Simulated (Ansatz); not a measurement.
# FH3O2SSi: how energies converge with the basis set

How large a basis does FH3O2SSi need? Two functionals are run in growing sets.

The runs use Ansatz 0.2.0, Gaussian basis; one geometry, several basis sets.

Levels to be run: PBE0-D4/def2-SVP; ωB97M-V/def2-SVP; PBE0-D4/def2-QZVPP; ωB97M-V/def2-QZVPP; the functionals' def2-TZVPP values are taken from earlier runs.

**1. Structure used throughout**

The geometry comes from an earlier relaxation with PBE0-D4 in a triple-zeta def2 set; it is a stationary point, not always the lowest conformer.

SMILES `O[Si](O)(F)S`, 8 atoms, charge 0, spin multiplicity 1.

Atoms are counted from 1 here; the program's logs count them from 0.

Bond lengths: O1–Si2 1.625 Å, O1–H6 0.959 Å, Si2–O3 1.618 Å, Si2–F4 1.594 Å, Si2–S5 2.109 Å, O3–H7 0.959 Å, S5–H8 1.344 Å. Angles: Si2–O1–H6 118.2°, O1–Si2–O3 108.5°, O1–Si2–F4 109.5°, O1–Si2–S5 110.6°, O3–Si2–F4 109.5°, O3–Si2–S5 110.7°, F4–Si2–S5 108.1°, Si2–O3–H7 118.0°, Si2–S5–H8 93.2°.

**2. PBE0-D4 in def2-SVP**

in.yaml reads:

```yaml
crystal:
  periodic: [false, false, false]
  atoms:
    - {symbol: O, position_ang: [0.170461, 1.617513, 0.221427]}
    - {symbol: Si, position_ang: [0.036673, 0.029372, -0.095763]}
    - {symbol: O, position_ang: [1.523667, -0.586193, -0.266918]}
    - {symbol: F, position_ang: [-0.781830, -0.176642, -1.447417]}
    - {symbol: S, position_ang: [-1.003761, -0.950635, 1.454979]}
    - {symbol: H, position_ang: [-0.632742, 2.138324, 0.272006]}
    - {symbol: H, position_ang: [2.128762, -0.142802, -0.864803]}
    - {symbol: H, position_ang: [-1.348930, -1.986037, 0.670689]}
basis:
  gaussian: {orbitals: def2-SVP}
hamiltonian: {xc: pbe0, dispersion: d4}
output: {orbitals: {seedname: orbitals}}
```

Command:

```bash
ansatz run in.yaml --threads 4 --pin off --events-out ev --progress --plain --max-ram 10444MiB
```

Further steps of the session: ωB97M-V in def2-SVP; PBE0-D4 in def2-QZVPP; ωB97M-V in def2-QZVPP.

**Question.** What will the summary of the whole plan be? Wanted: PBE0-D4: double and triple zeta above quadruple; ωB97M-V: double and triple zeta above quadruple.

The runs gave:

| quantity | value |
| --- | --- |
| PBE0-D4: double and triple zeta above quadruple | 16.73, 1.01 eV |
| ωB97M-V: double and triple zeta above quadruple | 16.80, 0.96 eV |

**Reading.** PBE0-D4 gains 15.72 eV from double to triple zeta, then 1.01 eV more. Total energies overstate the basis error of differences, where much of it tends to cancel. The LUMO of ωB97M-V is positive and keeps falling with the basis (2.57 to 1.25 eV): an unbound level that the basis holds in place.
